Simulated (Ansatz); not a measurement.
**CH4GeOS: one species, many methods**

Aim: compute CH4GeOS with functionals from several rungs and with coupled cluster, and see how far each lands from CCSD(T) at the basis-set limit for the atomisation energy.

Program: Ansatz 0.2.0, Gaussian basis. Level of theory: functionals in def2-TZVPP, the program's frozen cores in correlated methods. These are calculated values, not measurements.

The runs, in order: PBE-D4, r2SCAN-D4, PBE0-D4, B3LYP-D4, ωB97X-V, ωB97M-V, B2PLYP; CCSD(T)/def2-TZVPP; MP2/def2-QZVPP; extrapolation to the limit.

### Step 1. The relaxed structure

The geometry comes from an earlier relaxation with PBE0-D4 in a triple-zeta def2 set; it is a stationary point, not always the lowest conformer.

SMILES `O[CH]1[S][GeH2]1`, 8 atoms, charge 0, spin multiplicity 1.

Atoms are counted from 1 here; the program's logs count them from 0.

Bond lengths: O1–C2 1.390 Å, O1–H5 0.963 Å, C2–S3 1.820 Å, C2–Ge4 1.960 Å, C2–H6 1.090 Å, S3–Ge4 2.200 Å, Ge4–H7 1.530 Å, Ge4–H8 1.527 Å. Angles: C2–O1–H5 108.1°, O1–C2–S3 113.2°, O1–C2–Ge4 120.5°, O1–C2–H6 114.0°, S3–C2–Ge4 71.1°, S3–C2–H6 112.4°, Ge4–C2–H6 117.8°, C2–S3–Ge4 57.4°, C2–Ge4–S3 51.5°, C2–Ge4–H7 122.9°, C2–Ge4–H8 117.8°, S3–Ge4–H7 116.3°, S3–Ge4–H8 115.3°, H7–Ge4–H8 116.3°.

### Step 2. PBE-D4 (GGA)

in.yaml reads:

```yaml
crystal:
  periodic: [false, false, false]
  atoms:
    - {symbol: O, position_ang: [-0.835354, 0.283545, -1.522398]}
    - {symbol: C, position_ang: [-0.458722, 0.555935, -0.212146]}
    - {symbol: S, position_ang: [-1.445459, -0.349000, 1.020463]}
    - {symbol: Ge, position_ang: [0.714877, -0.675324, 0.760832]}
    - {symbol: H, position_ang: [-0.211533, 0.721471, -2.110245]}
    - {symbol: H, position_ang: [-0.382277, 1.619086, 0.015646]}
    - {symbol: H, position_ang: [1.611275, -0.228847, 1.917696]}
    - {symbol: H, position_ang: [1.099291, -1.983967, 0.074253]}
basis:
  gaussian: {orbitals: def2-TZVPP}
hamiltonian: {xc: pbe, dispersion: d4}
output: {forces: true, orbitals: {seedname: orbitals}}
```

Launch:

```
$ ansatz run in.yaml --threads 4 --pin off --events-out ev --progress --plain --max-ram 10444MiB
```

After this run come: r2SCAN-D4 (meta-GGA); PBE0-D4 (hybrid); B3LYP-D4 (hybrid); ωB97X-V (range-separated); ωB97M-V (range-separated); B2PLYP (double hybrid); CCSD(T) in def2-TZVPP; MP2 in def2-QZVPP.

Before running them: what should the planned runs give, taken together? Wanted: atomisation energy, CCSD(T)/CBS; farthest; mean size of error, hybrid; mean size of error, range-separated; gap, smallest and largest; T1 diagnostic; triples share of the correlation energy.

The runs gave:

```
                               quantity                                 value
        atomisation energy, CCSD(T)/CBS                             26.926 eV
    functionals within 0.269 eV (1.0 %)  r2SCAN-D4, PBE0-D4, ωB97X-V, ωB97M-V
                               farthest                    PBE-D4 (+0.632 eV)
             mean size of error, hybrid                              0.240 eV
    mean size of error, range-separated                              0.072 eV
              gap, smallest and largest  4.27 eV (PBE-D4), 10.47 eV (ωB97X-V)
                          T1 diagnostic                                0.0129
triples share of the correlation energy                                 4.3 %
```

In words: PBE-D4 is off by +0.632 eV. Double hybrids carry the basis error of their MP2 part in triple zeta, and no dispersion term here, so their miss is partly the set-up's. Misses under about 0.269 eV are within the doubt on the reference itself, which lacks core-valence correlation, relativity and higher excitations, and its outer-core shells are covered unevenly. Hartree-Fock recovers 65 % of the binding; the rest is correlation. Orbital gaps span 4.3 to 10.5 eV; exact exchange widens them. Correlated methods include outer-core shells of Ge, which these sets cover unevenly.
